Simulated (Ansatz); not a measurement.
# PbSe2: a single-point run

The task is a single-point run on PbSe2. The structure is shown as the input types it. The cell is built on a prototype (CdCl2 type) and needn't be the phase found in nature.

Computed with Ansatz 0.2.0 (density functional or hybrid calculation with the settings of its input, plane waves (as first typed), unless a step's input says otherwise).

2 further runs of the same task are left out: 2 that didn't finish.

**1. The starting structure**

Symmetry: R-3m, No. 166, trigonal system. The conventional cell has a = 4.030 Å, b = 4.030 Å, c = 17.141 Å, α = 90.00°, β = 90.00°, γ = 120.00°. Pb (site symmetry -3m) is surrounded by 6 Se at 2.86 Å. Se (site symmetry 3m) is surrounded by 3 Pb at 2.86 Å.

As a file:

```
CELL_PARAMETERS angstrom
2.01505 1.16339 5.71372
-2.01505 1.16339 5.71372
0.00000 -2.32678 5.71372
ATOMIC_POSITIONS crystal
Pb 0.00000 0.00000 0.00000
Se 0.23628 0.23628 0.23628
Se 0.76372 0.76372 0.76372
```

**2. Input and run**

input.yaml

```yaml
crystal:
  lattice:
    - [2.0150468105, 1.1633878185, 5.7137171054]
    - [-2.0150468105, 1.1633878185, 5.7137171054]
    - [0.0, -2.3267756369, 5.7137171054]
  atoms:
    - { symbol: Pb, position: [0.0, 0.0, 0.0] }
    - { symbol: Se, position: [0.2362761241, 0.2362761241, 0.2362761241] }
    - { symbol: Se, position: [0.7637238759, 0.7637238759, 0.7637238759] }
kpoints:
  mp_grid: { grid: [6, 6, 6] }
hamiltonian:
  xc: pbesol
scf:
  occupations: { method: gaussian, width: 1.5 }
  n_extra_bands: 4
output:
  forces: true
  stress: true
  eigenvalues: true
```

On the command line:

```sh
ansatz run input.yaml --threads 4 --pin off --max-ram 3686MiB --backend cpu --events-out ev --progress --plain --runs-dir out
```

What happens when this is run?

The run converged and reported no error. Convergence says nothing about whether the input makes sense.

Look at the input: scf.occupations.method is gaussian; scf.occupations.width is 1.5. A smearing this wide moves electrons out of filled levels into empty ones.

The test: set scf.occupations.method to fermi_dirac and scf.occupations.width to 0.02.
